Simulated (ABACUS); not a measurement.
Input of an ABACUS 3.10.1 run:

Contents of INPUT:

```
INPUT_PARAMETERS
suffix              HPbNO4
calculation         nscf
basis_type          pw
pseudo_dir          ./
symmetry            -1
dft_functional      pz
ecutwfc             92.0
pseudo_rcut         7
nspin               1
nbands              38
ks_solver           dav
smearing_method     fd
smearing_sigma      0.00367493
scf_thr             1e-08
scf_nmax            100
mixing_type         broyden
mixing_beta         0.7
init_chg            file
pw_diag_thr         1e-07
out_band            1
kpar                4
```

Contents of STRU:

```
ATOMIC_SPECIES
H 1.0080 H.upf
Pb 207.2000 Pb.upf
N 14.0070 N.upf
O 15.9990 O.upf

LATTICE_CONSTANT
1.8897261246

LATTICE_VECTORS
4.2753100000 -0.0004000000 0.0063600000
-2.0839900000 5.2077500000 -0.0490700000
-2.1237700000 -1.8657400000 4.9149100000

ATOMIC_POSITIONS
Direct

H
0.0
1
0.9907300000 0.0333000000 0.9099400000 1 1 1

Pb
0.0
1
0.5027400000 0.8198900000 0.1428700000 1 1 1

N
0.0
1
0.0083800000 0.4740800000 0.5026500000 1 1 1

O
0.0
4
0.9981600000 0.9274100000 0.0287700000 1 1 1
0.1946700000 0.7343500000 0.6085200000 1 1 1
0.8167300000 0.3588200000 0.2455600000 1 1 1
0.0138100000 0.3312100000 0.6521700000 1 1 1
```

KPT

```
K_POINTS
11
Line
0.00000000 0.50000000 0.00000000 6 // X
0.00000000 0.00000000 0.00000000 6 // G
0.00000000 0.00000000 -0.50000000 1 // Y
0.00000000 0.50000000 -0.50000000 6 // L
0.00000000 0.00000000 0.00000000 6 // G
-0.50000000 0.00000000 0.50000000 1 // Z
-0.50000000 0.50000000 0.50000000 6 // N
0.00000000 0.00000000 0.00000000 6 // G
-0.50000000 0.00000000 0.00000000 1 // M
-0.50000000 0.50000000 0.00000000 6 // R
0.00000000 0.00000000 0.00000000 1 // G
```

Potentials or basis: PseudoDojo NC SR 0.4.1 LDA stringent, plane waves.

Launch:

```sh
$ OMP_NUM_THREADS=1 mpirun -np 4 abacus > log
```

Estimate the band gap along the path.

2.83 eV, indirect (least direct gap 3.14 eV).

Levels at the corners of the path, in eV from the Fermi level:
```
point  band 22  band 23  band 24  band 25  band 26  band 27  band 28  band 29  band 30  band 31
    X    -3.59    -3.21    -3.10    -2.57    -2.43     1.52     2.30     3.07     5.67     5.71
    Γ    -3.93    -3.67    -3.66    -2.56    -1.99     1.67     2.68     3.44     4.17     5.63
    Y    -3.60    -3.21    -3.11    -2.54    -2.45     1.53     2.19     3.20     5.51     5.68
    L    -3.66    -3.45    -3.24    -2.48    -2.25     1.44     1.79     3.62     5.20     5.96
    Γ    -3.93    -3.67    -3.66    -2.56    -1.99     1.67     2.68     3.44     4.17     5.63
    Z    -4.00    -3.71    -2.37    -2.05    -1.98     1.21     3.53     3.55     4.12     5.70
    N    -3.83    -3.62    -2.72    -2.32    -1.64     1.51     2.48     3.70     4.17     6.41
    Γ    -3.93    -3.67    -3.66    -2.56    -1.99     1.67     2.68     3.44     4.17     5.63
    M    -3.83    -3.63    -2.74    -2.33    -1.62     1.52     2.48     3.69     4.21     6.43
    R    -4.00    -3.71    -2.38    -2.05    -1.96     1.22     3.51     3.57     4.11     5.71
    Γ    -3.93    -3.67    -3.66    -2.56    -1.99     1.67     2.68     3.44     4.17     5.63
```

Caveat: the density is read from an earlier self-consistent run, whose mesh may be coarse; spin-orbit coupling is left out, which moves the levels of the heavy elements.
